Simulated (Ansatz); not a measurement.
**Ir: an axial (c/a) deformation path**

Aim: for Ir, follow an axial (c/a) deformation at fixed volume.

This is Ir in the hcp structure; at room conditions it is fcc.

Program: Ansatz 0.2.0. Level of theory: DFT r2SCAN, scalar-relativistic, plane waves, PAW. These are calculated values, not measurements.

## Step 1: The system as given

Symmetry: P6_3/mmc, No. 194, hexagonal system. Conventional cell: a = 2.751 Å, b = 2.751 Å, c = 4.462 Å, α = 90.00°, β = 90.00°, γ = 120.00°. Ir (site symmetry -6m2) has 12 Ir at 2.74 to 2.75 Å in its first shell of neighbours.

Structure file:

```
CELL_PARAMETERS angstrom
2.75138 0.00000 0.00000
-1.37569 2.38276 0.00000
0.00000 0.00000 4.46229
ATOMIC_POSITIONS crystal
Ir 0.66667 0.33333 0.75000
Ir 0.33333 0.66667 0.25000
```

It goes back to an entry of the Materials Project, which need not be the stable form.

No relaxation comes first: the listed cell is the starting point.

## Step 2: The reference cell

The reference gives a free energy of -23897.2591 eV, pressure -8.78 GPa, largest force 0.000 eV/Å and gap on the mesh none (metal). It was computed beforehand with the settings of the runs below.

## Step 3: Setting up an axial (c/a) deformation path

At fixed volume and fractional coordinates, lengths along (0.000, 0.000, 1.000) are scaled against those across it; ρ is that ratio over its starting value.

## Step 4: Point ρ = 0.850

input.yaml reads:

```yaml
crystal:
  lattice:
    - [2.904539376, 0.0, 0.0]
    - [-1.452269688, 2.5154048859, 0.0]
    - [0.0, 0.0, 4.004089181]
  atoms:
    - { symbol: Ir, position: [0.6666666667, 0.3333333333, 0.75] }
    - { symbol: Ir, position: [0.3333333333, 0.6666666667, 0.25] }
basis:
  ecutwfc: 500
kpoints:
  mp_grid: { grid: [24, 24, 12] }
hamiltonian:
  xc: r2scan
scf:
  occupations: { method: gaussian, width: 0.15 }
output:
  forces: true
  stress: true
  eigenvalues: true
```

Started as:

```
> ansatz run input.yaml --threads 1 --pin off --max-ram 2560MiB --backend cpu --events-out ev --progress --plain --runs-dir out
```

## Step 5: ρ = 1.200

input.yaml, as its differences from that of step 4:

```diff
@@ -2,5 +2,5 @@
   lattice:
-    - [2.904539376, 0.0, 0.0]
-    - [-1.452269688, 2.5154048859, 0.0]
-    - [0.0, 0.0, 4.004089181]
+    - [2.5891457279, 0.0, 0.0]
+    - [-1.2945728639, 2.2422659744, 0.0]
+    - [0.0, 0.0, 5.0390107936]
   atoms:
```

## Step 6: ρ = 0.920

input.yaml, as its differences from that of step 5:

```diff
@@ -2,5 +2,5 @@
   lattice:
-    - [2.5891457279, 0.0, 0.0]
-    - [-1.2945728639, 2.2422659744, 0.0]
-    - [0.0, 0.0, 5.0390107936]
+    - [2.8289219662, 0.0, 0.0]
+    - [-1.4144609831, 2.4499182881, 0.0]
+    - [0.0, 0.0, 4.2210096285]
   atoms:
```

## Step 7: At ρ = 1.100

input.yaml, as its differences from that of step 6:

```diff
@@ -2,5 +2,5 @@
   lattice:
-    - [2.8289219662, 0.0, 0.0]
-    - [-1.4144609831, 2.4499182881, 0.0]
-    - [0.0, 0.0, 4.2210096285]
+    - [2.6653403988, 0.0, 0.0]
+    - [-1.3326701994, 2.3082524951, 0.0]
+    - [0.0, 0.0, 4.7550262051]
   atoms:
```

## Step 8: ρ = 0.960

input.yaml, as its differences from that of step 7:

```diff
@@ -2,5 +2,5 @@
   lattice:
-    - [2.6653403988, 0.0, 0.0]
-    - [-1.3326701994, 2.3082524951, 0.0]
-    - [0.0, 0.0, 4.7550262051]
+    - [2.7890726868, 0.0, 0.0]
+    - [-1.3945363434, 2.4154077998, 0.0]
+    - [0.0, 0.0, 4.3424878629]
   atoms:
@@ -20 +20,5 @@
   eigenvalues: true
+  write_density: true
+  write_potential: true
+  elf: true
+  volumetric_format: npy
```

## Step 9: Point ρ = 1.050

input.yaml, as its differences from that of step 8:

```diff
@@ -2,5 +2,5 @@
   lattice:
-    - [2.7890726868, 0.0, 0.0]
-    - [-1.3945363434, 2.4154077998, 0.0]
-    - [0.0, 0.0, 4.3424878629]
+    - [2.7069930703, 0.0, 0.0]
+    - [-1.3534965352, 2.3443247668, 0.0]
+    - [0.0, 0.0, 4.6098202425]
   atoms:
@@ -20,5 +20 @@
   eigenvalues: true
-  write_density: true
-  write_potential: true
-  elf: true
-  volumetric_format: npy
```

## Step 10: At ρ = 0.800

input.yaml, as its differences from that of step 9:

```diff
@@ -2,5 +2,5 @@
   lattice:
-    - [2.7069930703, 0.0, 0.0]
-    - [-1.3534965352, 2.3443247668, 0.0]
-    - [0.0, 0.0, 4.6098202425]
+    - [2.9638319907, 0.0, 0.0]
+    - [-1.4819159954, 2.5667537965, 0.0]
+    - [0.0, 0.0, 3.8454849492]
   atoms:
@@ -20 +20,5 @@
   eigenvalues: true
+  write_density: true
+  write_potential: true
+  elf: true
+  volumetric_format: npy
```

## Step 11: Point ρ = 1.300

input.yaml, as its differences from that of step 10:

```diff
@@ -2,5 +2,5 @@
   lattice:
-    - [2.9638319907, 0.0, 0.0]
-    - [-1.4819159954, 2.5667537965, 0.0]
-    - [0.0, 0.0, 3.8454849492]
+    - [2.5209784096, 0.0, 0.0]
+    - [-1.2604892048, 2.1832313451, 0.0]
+    - [0.0, 0.0, 5.3152050834]
   atoms:
@@ -20,5 +20 @@
   eigenvalues: true
-  write_density: true
-  write_potential: true
-  elf: true
-  volumetric_format: npy
```

(Steps that only read results are left out.)

What does the calculation give? Wanted: highest point.

**Answer**, as computed:

| quantity | value |
| --- | --- |
| highest point | 743.8 meV/atom at ρ = 1.300 |

What this shows: The undisturbed cell stays the lowest of the sampled points. No sampled point inside the path is a dip, apart from those named. Spin-orbit coupling is left out for Ir.
